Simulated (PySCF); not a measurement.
# C3H10GeOSi: runs on many settings

Which settings matter for C3H10GeOSi (`[GeH3][O][C@H]1CC[SiH2]1`)?

Computed with PySCF 2.14.0, with density-fitted response routines of our own, on a single molecule in the gas phase. Atoms are numbered from 0 throughout.

## 1. Starting geometry

16 atoms, charge 0, multiplicity 1; geometry from: GFN2-xTB.

Bonds of the start (Å): Ge0–O1 1.74, O1–C2 1.42, C2–C3 1.54, C3–C4 1.54, C4–Si5 1.92, Si5–C2 1.93, Ge0–H6 1.51, Ge0–H7 1.49, Ge0–H8 1.51, C2–H9 1.10, C3–H10 1.09, C3–H11 1.09, C4–H12 1.09, C4–H13 1.09, Si5–H14 1.46, Si5–H15 1.46.

## 2. Shielding tensors: PBE0/pcSseg-1

What the job is given:

```
{"job": {"kind": "nmr", "xc": "PBE0", "basis": "pcSseg-1"}, "charge": 0, "multiplicity": 1}
Ge     2.695562    -0.410881     0.422510
O      1.295321     0.606689     0.230741
C      0.121165     0.299088    -0.499302
C     -0.730303    -0.851304     0.073199
C     -2.125746    -0.201752    -0.000050
Si    -1.346313     1.526197    -0.276206
H      2.359113    -1.686431     1.148565
H      3.570454     0.482569     1.230202
H      3.284531    -0.757904    -0.919652
H      0.378365     0.103247    -1.546878
H     -0.635330    -1.788872    -0.477683
H     -0.436848    -1.026551     1.108628
H     -2.731475    -0.366254     0.887626
H     -2.694462    -0.568657    -0.853171
H     -1.242526     2.365538     0.913373
H     -1.769107     2.284222    -1.453312
```

With the program's defaults for keys left out, this is: GIAO PBE0/pcSseg-1 NMR shielding, non-relativistic, gas phase.

The run is started by

```console
$ OMP_NUM_THREADS=1 python probes_run.py task.json out
```

This one command runs all jobs of the session in turn.

The program printed:

```text
coarse grid: 59272 points
cycle   1  E = -2561.0129202268  dE = -6.288e-02  |g| = 1.107e+00  |ddm| = 3.665e+00
cycle   2  E = -2560.7488861500  dE =  2.640e-01  |g| = 1.579e+00  |ddm| = 1.873e+00
cycle   3  E = -2561.1388860148  dE = -3.900e-01  |g| = 2.920e-01  |ddm| = 1.475e+00
cycle   4  E = -2561.1534050167  dE = -1.452e-02  |g| = 7.555e-02  |ddm| = 2.492e-01
cycle   5  E = -2561.1541743888  dE = -7.694e-04  |g| = 1.642e-02  |ddm| = 6.957e-02
cycle   6  E = -2561.1542358780  dE = -6.149e-05  |g| = 5.573e-03  |ddm| = 1.945e-02
cycle   7  E = -2561.1542423850  dE = -6.507e-06  |g| = 8.402e-04  |ddm| = 5.114e-03
final grid: 123520 points
cycle   8  E = -2561.1542702590  dE =  1.286e-08  |g| = 1.017e-03  |ddm| = 2.577e-03
cycle   9  E = -2561.1542700748  dE =  1.843e-07  |g| = 1.354e-03  |ddm| = 2.248e-03
cycle  10  E = -2561.1542705007  dE = -4.259e-07  |g| = 1.343e-04  |ddm| = 1.295e-03
cycle  11  E = -2561.1542705040  dE = -3.283e-09  |g| = 2.947e-05  |ddm| = 1.207e-04
cycle  12  E = -2561.1542705041  dE = -1.264e-10  |g| = 6.428e-06  |ddm| = 2.684e-05
converged SCF energy = -2561.1542705041

GIAO shielding tensors (ppm)
atom      isotropic    diamagn.    paramagn.     s11        s22        s33       span
  0 Ge    1422.868    2756.419   -1333.551   1281.631   1337.307   1649.665    368.034
  1 O      304.668     402.348     -97.680    245.897    303.676    364.430    118.534
  2 C      112.988     247.315    -134.327     76.465    101.493    161.008     84.543
  3 C      151.433     252.866    -101.432    130.850    146.929    176.521     45.671
  4 C      185.615     252.482     -66.867    171.955    181.763    203.127     31.172
  5 Si     372.913     879.862    -506.949    342.766    350.509    425.463     82.698
  6 H       26.812      29.425      -2.613     19.808     23.641     36.987     17.179
  7 H       27.217      28.956      -1.739     20.078     22.869     38.704     18.626
  8 H       27.071      28.941      -1.870     20.634     22.522     38.056     17.422
  9 H       27.334      32.084      -4.750     23.483     27.026     31.494      8.011
 10 H       28.902      32.494      -3.592     24.275     28.479     33.952      9.676
 11 H       29.369      33.526      -4.157     25.173     30.206     32.728      7.555
 12 H       30.489      29.773       0.716     26.058     27.471     37.938     11.880
 13 H       30.611      30.164       0.447     26.767     27.839     37.226     10.459
 14 H       26.964      29.264      -2.300     24.524     25.342     31.025      6.501
 15 H       26.849      28.988      -2.139     23.911     24.453     32.183      8.272
```

It took 28 s on 1 thread of Intel Xeon Platinum 8488C, shared host; peak memory 0.89 GiB.

The references, computed at this level on geometries of the same kind, shield at (ppm): ¹H TMS 31.72, ¹³C TMS 186.9, ²⁹Si TMS 349.2, ¹⁷O H2O 336.1, ⁷³Ge GeMe4 1331. Their shielding less the atom's gives the shift. The references are single molecules in the gas phase, so shifts against H2O, NH3, PH3, H3PO4 or CFCl3 are not on the usual liquid scales and can be off by tens of ppm. Atoms listed in one row are averaged.

| atoms | environment | σ (ppm) | δ (ppm) |
| --- | --- | --- | --- |
| C2 | sp3 CH bonded to O and Si | 113.0 | 73.9 |
| C3 | sp3 CH2 in a ring | 151.4 | 35.5 |
| C4 | sp3 CH2 bonded to Si | 185.6 | 1.3 |
| H15 | hydrogen on a silicon bonded to 2 C, in a 4-membered ring | 26.85 | 4.87 |
| H14 | hydrogen on a silicon bonded to 2 C, in a 4-membered ring | 26.96 | 4.75 |
| H6, H7, H8 | hydrogen on a germanium bonded to O | 27.03 | 4.68 |
| H9 | hydrogen on an sp3 CH bonded to O and Si | 27.33 | 4.38 |
| H10 | hydrogen on an sp3 CH2 in a ring | 28.90 | 2.81 |
| H11 | hydrogen on an sp3 CH2 in a ring | 29.37 | 2.35 |
| H12 | hydrogen on an sp3 CH2 bonded to Si | 30.49 | 1.23 |
| H13 | hydrogen on an sp3 CH2 bonded to Si | 30.61 | 1.11 |
| Ge0 | germanium bonded to O, 3 H | 1423 | -92 |
| O1 | oxygen bonded to C, Ge | 304.7 | 31.4 |
| Si5 | silicon bonded to 2 C, 2 H, in a 4-membered ring | 372.9 | -23.8 |

The run also stored atomic charges by several schemes (e):

| atoms | Mulliken | IAO | Hirshfeld | ESP fit |
| --- | --- | --- | --- | --- |
| Ge0 | 0.53 | 0.73 | 0.38 | 0.50 |
| O1 | -0.72 | -0.62 | -0.25 | -0.51 |
| C2 | -0.14 | -0.17 | -0.05 | 0.17 |
| C3 | -0.22 | -0.28 | -0.08 | -0.08 |
| C4 | -0.51 | -0.54 | -0.16 | -0.35 |
| Si5 | 0.66 | 0.74 | 0.35 | 0.37 |

Mayer bond orders: Ge0–O1 0.84, O1–C2 0.85, C2–C3 0.99, C3–C4 1.01, C4–Si5 0.94, Si5–C2 0.89.

Ring of atoms C2, C3, C4, Si5: NICS(0) -0.3, NICS(1) -1.3, NICS(1)zz 4.0 ppm (means of both faces; NICS(1) differs between them: -0.1 and -2.4). The ring holds saturated atoms, so no π current runs round it: these values come from its σ bonds, any local π bonds and neighbouring rings, and say nothing of aromaticity.

## 3. TDDFT and polarisability: PBE0/def2-SVPD

Same as in step 2 but for these lines:

```diff
@@ -1,2 +1,2 @@
-{"job": {"kind": "nmr", "xc": "PBE0", "basis": "pcSseg-1"}, "charge": 0, "multiplicity": 1}
+{"job": {"kind": "uv", "xc": "PBE0", "basis": "def2-SVPD", "nstates": 6, "ntriplets": 2}, "charge": 0, "multiplicity": 1}
 Ge     2.695562    -0.410881     0.422510
```

Level: TDDFT PBE0/def2-SVPD, vertical, gas phase, core orbitals frozen in the response.

The program printed:

```text
coarse grid: 59272 points
cycle   1  E = -2560.8160278625  dE = -3.781e-02  |g| = 7.754e-01  |ddm| = 5.425e+00
cycle   2  E = -2560.5707323771  dE =  2.453e-01  |g| = 1.347e+00  |ddm| = 2.692e+00
cycle   3  E = -2560.9225107524  dE = -3.518e-01  |g| = 1.631e-01  |ddm| = 1.901e+00
cycle   4  E = -2560.9271151853  dE = -4.604e-03  |g| = 5.161e-02  |ddm| = 2.610e-01
cycle   5  E = -2560.9276353669  dE = -5.202e-04  |g| = 1.195e-02  |ddm| = 8.311e-02
cycle   6  E = -2560.9276695262  dE = -3.416e-05  |g| = 3.126e-03  |ddm| = 2.183e-02
cycle   7  E = -2560.9276715640  dE = -2.038e-06  |g| = 4.851e-04  |ddm| = 4.527e-03
final grid: 123520 points
cycle   8  E = -2560.9276848852  dE = -9.316e-08  |g| = 6.276e-04  |ddm| = 1.098e-02
cycle   9  E = -2560.9276848099  dE =  7.530e-08  |g| = 8.326e-04  |ddm| = 2.320e-03
cycle  10  E = -2560.9276849874  dE = -1.775e-07  |g| = 4.146e-05  |ddm| = 1.228e-03
cycle  11  E = -2560.9276849879  dE = -4.566e-10  |g| = 1.068e-05  |ddm| = 1.011e-04
converged SCF energy = -2560.9276849879

Static polarisability (au): isotropic 94.824, principal 81.120 92.001 111.350

Singlet excitations
state   eV       nm        f      main configurations
  1   6.0207    205.9   0.00502   H->L 0.95
  2   6.1966    200.1   0.00575   H-1->L 0.91
  3   6.5300    189.9   0.10213   H->L+1 0.67, H->L+2 0.20
  4   6.6668    186.0   0.02347   H-1->L+1 0.68, H->L+1 0.14
  5   6.6985    185.1   0.06078   H->L+2 0.65, H-1->L+1 0.13, H->L+1 0.11
  6   6.8964    179.8   0.01360   H-1->L+2 0.96

Triplet excitations (Tamm-Dancoff, eV): 5.5362 5.9220
```

It took 35 s on 1 thread of Intel Xeon Platinum 8488C, shared host; peak memory 0.97 GiB.

The orbitals next to the gap, with their largest atomic shares:

| orbital | eV | atoms |
| --- | --- | --- |
| HOMO−3 | -9.21 | Ge0 22 %, O1 21 %, H7 16 % |
| HOMO−2 | -8.42 | C4 32 %, Si5 18 %, O1 13 % |
| HOMO−1 | -7.49 | O1 41 %, C2 12 %, C3 12 % |
| HOMO | -7.23 | O1 28 %, C2 26 %, Si5 17 % |
| LUMO | 0.01 | Si5 18 %, Ge0 18 %, C2 10 % |
| LUMO+1 | 0.37 | Ge0 28 %, Si5 19 %, H8 8 % |
| LUMO+2 | 0.46 | Ge0 32 %, Si5 10 %, H6 8 % |

With each of the 6 states as a Gaussian band of 0.4 eV half-width at 1/e, the curve within the window shown has maxima at 187 nm (ε 7,700) L/(mol cm). Beyond the last state computed it falls off for lack of states. The curve at chosen wavelengths:

(nm, ε (L/mol/cm)): (172, 1259), (174, 2012), (176, 2976), (179, 4674), (181, 5800), (183, 6754), (185, 7406), (188, 7658), (190, 7340), (192, 6709), (194, 5871), (197, 4468), (199, 3571), (201, 2775), (203, 2107), (206, 1351), (208, 990), (210, 720), (212, 522), (215, 319), (217, 229), (219, 163), (221, 115), (224, 67), (226, 46), (228, 31)

Further results of this job:

| property | computed |
| --- | --- |
| dipole moment (D) | 1.12 |
| polarisability (Å³) | 14.05 |
| HOMO–LUMO gap (eV) | 7.24 |
| −ε(HOMO) (eV) | 7.23 |

## 4. TDDFT and polarisability: wB97X/pcseg-1

Same as in step 3 but for these lines:

```diff
@@ -1,2 +1,2 @@
-{"job": {"kind": "uv", "xc": "PBE0", "basis": "def2-SVPD", "nstates": 6, "ntriplets": 2}, "charge": 0, "multiplicity": 1}
+{"job": {"kind": "uv", "xc": "wB97X", "basis": "pcseg-1", "nstates": 12, "ntriplets": 5, "tda": false, "scf": {"damp": 0.1}}, "charge": 0, "multiplicity": 1}
 Ge     2.695562    -0.410881     0.422510
```

With the program's defaults for keys left out, this is: TDDFT wB97X/pcseg-1, vertical, gas phase, core orbitals frozen in the response.

The program printed:

```text
damping 0.10 in the first 6 cycles
final grid: 123520 points
cycle   1  E = -2561.6247157744  dE =  1.288e-01  |g| = 6.546e-01  |ddm| = 3.917e+00
cycle   2  E = -2561.6410404827  dE = -1.632e-02  |g| = 6.517e-01  |ddm| = 9.940e-01
cycle   3  E = -2561.6432759160  dE = -2.235e-03  |g| = 6.550e-01  |ddm| = 8.705e-01
cycle   4  E = -2561.6336459159  dE =  9.630e-03  |g| = 6.850e-01  |ddm| = 9.027e-01
cycle   5  E = -2561.6337552780  dE = -1.094e-04  |g| = 6.952e-01  |ddm| = 9.245e-01
cycle   6  E = -2561.5700747363  dE =  6.368e-02  |g| = 8.985e-01  |ddm| = 1.106e+00
cycle   7  E = -2561.5065887671  dE =  6.349e-02  |g| = 1.093e+00  |ddm| = 1.326e+00
cycle   8  E = -2561.7189310570  dE = -2.123e-01  |g| = 2.130e-02  |ddm| = 6.672e-01
cycle   9  E = -2561.7190500957  dE = -1.190e-04  |g| = 6.449e-03  |ddm| = 3.397e-02
cycle  10  E = -2561.7190620790  dE = -1.198e-05  |g| = 2.130e-03  |ddm| = 9.273e-03
cycle  11  E = -2561.7190639208  dE = -1.842e-06  |g| = 4.993e-04  |ddm| = 4.603e-03
cycle  12  E = -2561.7190640552  dE = -1.344e-07  |g| = 1.170e-04  |ddm| = 1.545e-03
cycle  13  E = -2561.7190640620  dE = -6.825e-09  |g| = 3.862e-05  |ddm| = 3.099e-04
cycle  14  E = -2561.7190640627  dE = -6.230e-10  |g| = 1.340e-05  |ddm| = 8.588e-05
converged SCF energy = -2561.7190640627

Static polarisability (au): isotropic 83.880, principal 73.662 81.733 96.244

Singlet excitations
state   eV       nm        f      main configurations
  1   6.7247    184.4   0.00864   H->L 0.86
  2   6.8767    180.3   0.00697   H-1->L 0.62, H-1->L+1 0.24
  3   7.3783    168.0   0.07230   H->L+1 0.55, H-1->L+1 0.16, H-2->L 0.11
  4   7.5343    164.6   0.08607   H-1->L+1 0.28, H->L+1 0.24, H-1->L 0.18
  5   7.8682    157.6   0.07570   H->L+2 0.90
  6   8.2034    151.1   0.00872   H-1->L+2 0.31, H-2->L 0.27, H-1->L+1 0.14
  7   8.2716    149.9   0.03955   H-1->L+2 0.37, H-2->L 0.12, H-2->L+1 0.09
  8   8.3306    148.8   0.03394   H->L+3 0.20, H-2->L 0.14, H->L+4 0.12
  9   8.4744    146.3   0.01294   H-1->L+3 0.41, H-1->L+4 0.12, H-2->L+1 0.09
 10   8.6751    142.9   0.00469   H-4->L 0.55, H-6->L 0.13, H-4->L+1 0.12
 11   8.8653    139.9   0.02332   H-1->L+3 0.29, H-2->L+2 0.19, H-1->L+5 0.13
 12   8.8883    139.5   0.01253   H-1->L+5 0.48, H-2->L+2 0.21, H-1->L+4 0.10

Triplet excitations (Tamm-Dancoff, eV): 6.1773 6.5460 6.7869 7.0093 7.6247
```

Wall time 35 s (1 thread of Intel Xeon Platinum 8488C, shared host); peak memory 0.81 GiB.

This run: HOMO -9.57 eV, LUMO 2.19 eV; lowest singlet 6.72 eV.

## 5. NMR shieldings: B97-2/6-311G**

Same as in step 4 but for these lines:

```diff
@@ -1,2 +1,2 @@
-{"job": {"kind": "uv", "xc": "wB97X", "basis": "pcseg-1", "nstates": 12, "ntriplets": 5, "tda": false, "scf": {"damp": 0.1}}, "charge": 0, "multiplicity": 1}
+{"job": {"kind": "nmr", "xc": "B97-2", "basis": "6-311G**", "pop": false, "scf": {"conv": 1e-06, "damp": 0.3}}, "charge": 0, "multiplicity": 1}
 Ge     2.695562    -0.410881     0.422510
```

Method: GIAO B97-2/6-311G** NMR shielding, non-relativistic, gas phase.

The program printed:

```text
damping 0.30 in the first 6 cycles
final grid: 123520 points
cycle   1  E = -2562.3636529174  dE = -1.340e+00  |g| = 1.663e+00  |ddm| = 3.105e+00
cycle   2  E = -2562.3945657214  dE = -3.091e-02  |g| = 9.173e-01  |ddm| = 1.201e+00
cycle   3  E = -2562.4164822529  dE = -2.192e-02  |g| = 8.076e-01  |ddm| = 1.096e+00
cycle   4  E = -2562.4149308761  dE =  1.551e-03  |g| = 7.651e-01  |ddm| = 1.075e+00
cycle   5  E = -2562.4250658885  dE = -1.014e-02  |g| = 7.424e-01  |ddm| = 1.059e+00
cycle   6  E = -2562.0883308615  dE =  3.367e-01  |g| = 1.485e+00  |ddm| = 1.888e+00
cycle   7  E = -2561.4680579053  dE =  6.203e-01  |g| = 2.510e+00  |ddm| = 2.643e+00
cycle   8  E = -2562.5062608509  dE = -1.038e+00  |g| = 2.456e-01  |ddm| = 1.295e+00
cycle   9  E = -2562.5177946409  dE = -1.153e-02  |g| = 6.105e-02  |ddm| = 2.210e-01
cycle  10  E = -2562.5186904727  dE = -8.958e-04  |g| = 1.777e-02  |ddm| = 6.588e-02
cycle  11  E = -2562.5187628640  dE = -7.239e-05  |g| = 3.912e-03  |ddm| = 1.648e-02
cycle  12  E = -2562.5187660083  dE = -3.144e-06  |g| = 1.034e-03  |ddm| = 4.048e-03
cycle  13  E = -2562.5187662548  dE = -2.465e-07  |g| = 3.045e-04  |ddm| = 1.051e-03
converged SCF energy = -2562.5187662548

GIAO shielding tensors (ppm)
atom      isotropic    diamagn.    paramagn.     s11        s22        s33       span
  0 Ge    1426.566    2755.744   -1329.178   1290.477   1344.763   1644.458    353.981
  1 O      301.931     392.991     -91.061    248.249    297.818    359.724    111.475
  2 C      116.539     245.313    -128.773     80.875    105.611    163.133     82.259
  3 C      154.035     249.076     -95.042    133.927    149.416    178.761     44.834
  4 C      187.353     249.896     -62.543    173.985    183.215    204.859     30.874
  5 Si     380.243     879.405    -499.162    351.374    358.264    431.092     79.718
  6 H       27.034      29.465      -2.431     20.081     23.816     37.205     17.124
  7 H       27.378      28.991      -1.614     20.267     23.062     38.803     18.536
  8 H       27.260      28.982      -1.722     20.864     22.693     38.224     17.360
  9 H       27.714      31.939      -4.225     23.938     27.419     31.785      7.847
 10 H       29.354      32.268      -2.914     24.939     29.067     34.055      9.116
 11 H       29.831      32.928      -3.097     25.799     30.667     33.027      7.228
 12 H       30.928      30.154       0.774     26.652     28.150     37.981     11.329
 13 H       31.079      30.581       0.498     27.457     28.523     37.258      9.801
 14 H       27.233      30.103      -2.870     24.865     25.625     31.208      6.343
 15 H       27.177      29.766      -2.588     24.342     24.861     32.330      7.988
```

Wall time 33 s (1 thread of Intel Xeon Platinum 8488C, shared host); peak memory 0.95 GiB.

Key values: σ C2 116.5, C3 154.0, C4 187.4, Ge0 1427, H15 27.18, H6 27.22 ppm (means over like atoms).

## 6. Nuclear shieldings: PBE0/STO-3G

Same as in step 5 but for these lines:

```diff
@@ -1,2 +1,2 @@
-{"job": {"kind": "nmr", "xc": "B97-2", "basis": "6-311G**", "pop": false, "scf": {"conv": 1e-06, "damp": 0.3}}, "charge": 0, "multiplicity": 1}
+{"job": {"kind": "nmr", "xc": "PBE0", "basis": "STO-3G", "pop": false, "scf": {"aux": "def2-qzvpp-jkfit"}}, "charge": 0, "multiplicity": 1}
 Ge     2.695562    -0.410881     0.422510
```

Method: GIAO PBE0/STO-3G NMR shielding, non-relativistic, gas phase.

The program printed:

```text
final grid: 123520 points
cycle   1  E = -2531.6083486367  dE = -1.830e+00  |g| = 6.531e-01  |ddm| = 4.789e+00
cycle   2  E = -2531.5823576524  dE =  2.599e-02  |g| = 7.780e-01  |ddm| = 2.272e+00
cycle   3  E = -2531.7707046888  dE = -1.883e-01  |g| = 9.847e-02  |ddm| = 1.270e+00
cycle   4  E = -2531.7737052862  dE = -3.001e-03  |g| = 2.626e-02  |ddm| = 1.902e-01
cycle   5  E = -2531.7739225600  dE = -2.173e-04  |g| = 7.219e-03  |ddm| = 4.616e-02
cycle   6  E = -2531.7739400578  dE = -1.750e-05  |g| = 7.197e-04  |ddm| = 1.145e-02
cycle   7  E = -2531.7739402223  dE = -1.645e-07  |g| = 2.580e-04  |ddm| = 1.302e-03
cycle   8  E = -2531.7739402434  dE = -2.110e-08  |g| = 3.080e-05  |ddm| = 3.973e-04
cycle   9  E = -2531.7739402437  dE = -3.643e-10  |g| = 9.485e-06  |ddm| = 7.125e-05
converged SCF energy = -2531.7739402437

GIAO shielding tensors (ppm)
atom      isotropic    diamagn.    paramagn.     s11        s22        s33       span
  0 Ge    2081.739    2730.001    -648.262   1944.110   1958.259   2342.847    398.738
  1 O      438.430     374.472      63.957    310.096    456.289    548.904    238.808
  2 C      173.753     249.669     -75.916    137.231    167.154    216.873     79.642
  3 C      201.802     249.103     -47.301    180.490    202.434    222.483     41.993
  4 C      222.821     249.438     -26.616    208.674    216.027    243.762     35.088
  5 Si     546.386     870.105    -323.719    509.979    514.704    614.474    104.495
  6 H       31.243      32.668      -1.426     25.031     27.967     40.730     15.699
  7 H       30.823      31.797      -0.974     23.989     26.530     41.950     17.961
  8 H       31.255      32.011      -0.756     25.376     26.768     41.621     16.245
  9 H       31.141      33.696      -2.556     26.476     31.181     35.765      9.289
 10 H       31.811      33.383      -1.572     26.233     29.830     39.369     13.135
 11 H       31.571      34.440      -2.868     26.094     31.906     36.713     10.619
 12 H       32.470      30.835       1.635     27.235     28.708     41.467     14.232
 13 H       32.315      31.130       1.186     27.771     28.719     40.456     12.685
 14 H       30.330      32.221      -1.892     26.306     28.269     36.413     10.107
 15 H       30.662      31.344      -0.681     27.184     27.405     37.398     10.214
```

Wall time 5.3 s (1 thread of Intel Xeon Platinum 8488C, shared host); peak memory 0.59 GiB.

In short: σ C2 173.8, C3 201.8, C4 222.8, Ge0 2082, H14 30.33, H15 30.66 ppm.

## 7. Run by run: NMR shifts

Shifts (ppm) of some atoms, chosen among heavy atoms and hydrogens apart, means over like atoms, with basis size and wall time:

| run | C2 | C3 | C4 | H15 | H6 | O1 | Si5 | functions | time |
| --- | --- | --- | --- | --- | --- | --- | --- | --- | --- |
| PBE0/pcSseg-1 | 73.9 | 35.5 | 1.3 | 4.87 | 4.68 | 31.4 | -23.8 | 183 | 28 s |
| B97-2/6-311G** | 73.3 | 35.8 | 2.5 | 5.01 | 4.97 | 38.6 | -22.7 | 202 | 33 s |
| PBE0/STO-3G | 62.4 | 34.4 | 13.3 | 2.36 | 1.91 | -94.9 | -37.7 | 57 | 5.3 s |

## 8. Comparing the runs: electronic excitations

Excitations and ground-state properties, with basis size and wall time:

| run | lowest singlet (eV) | brightest (eV) | f | gap (eV) | α (Å³) | μ (D) | functions | time |
| --- | --- | --- | --- | --- | --- | --- | --- | --- |
| PBE0/def2-SVPD | 6.02 | 6.53 | 0.102 | 7.24 | 14.05 | 1.12 | 225 | 35 s |
| wB97X/pcseg-1 | 6.72 | 7.53 | 0.086 | 11.76 | 12.43 | 1.07 | 151 | 35 s |

## 9. Outcome

| quantity | value |
| --- | --- |
| ¹³C shifts against TMS (PBE0/pcSseg-1) | 73.9, 35.5, 1.3 ppm |
| ¹H shifts against TMS (PBE0/pcSseg-1, means over atoms taken as alike) | 4.87, 4.75, 4.68, 4.38, 2.81, 2.35, 1.23, 1.11 ppm |
| ⁷³Ge shifts against GeMe4 (PBE0/pcSseg-1) | -92 ppm |
| ¹⁷O shifts against H2O (PBE0/pcSseg-1) | 31.4 ppm |
| ²⁹Si shifts against TMS (PBE0/pcSseg-1) | -23.8 ppm |
| lowest singlet (PBE0/def2-SVPD) | 6.02 eV (206 nm), f = 0.005 |
| brightest single state of those computed | state 3, 6.53 eV, f = 0.102 |
| lowest triplet | 5.54 eV |
| range of the shift of O1 (minimal bases aside) | 31.4 to 38.6 ppm |
| range of the lowest singlet | 6.02 to 6.72 eV |
| property runs in this session | 5, of which 0 failed and 1 gave unsound results |

**Reading.** Single values in the summary come from the first sound run of each kind (PBE0/pcSseg-1; PBE0/def2-SVPD), which need not be the best level. C2 (sp3 CH bonded to O and Si) lies farthest downfield among carbon, at 73.9 ppm; pulled downfield by the heteroatom. At PBE0/pcSseg-1: The largest span, 368 ppm, is at Ge0, where the paramagnetic term is -1334 ppm. The first singlet state (HOMO→LUMO 0.95) lies at 6.02 eV and is weak; of the 6 states computed, the strongest absorption comes from state 3 at 6.53 eV. The lowest triplet lies 0.48 eV below the lowest singlet (triplets in Tamm-Dancoff, singlets in full TDDFT). Leaving out the minimal-basis runs, which are unusable for shieldings: Among the atoms with a shift in every run: Across the 2 runs the shift of O1 moves most, between 31.4 (PBE0/pcSseg-1) and 38.6 ppm (B97-2/6-311G**). Part of that comes from the computed reference. The lowest singlet runs from 6.02 eV (PBE0/def2-SVPD) to 6.72 eV (wB97X/pcseg-1), while the orbital gap spans 7.24 to 11.76 eV. The lowest state need not be the same one in every run. The runs solved for a few states only, so the brightest column depends on that window. Spin-orbit coupling is left out, which matters for shieldings and couplings at and beside the heavy atoms.
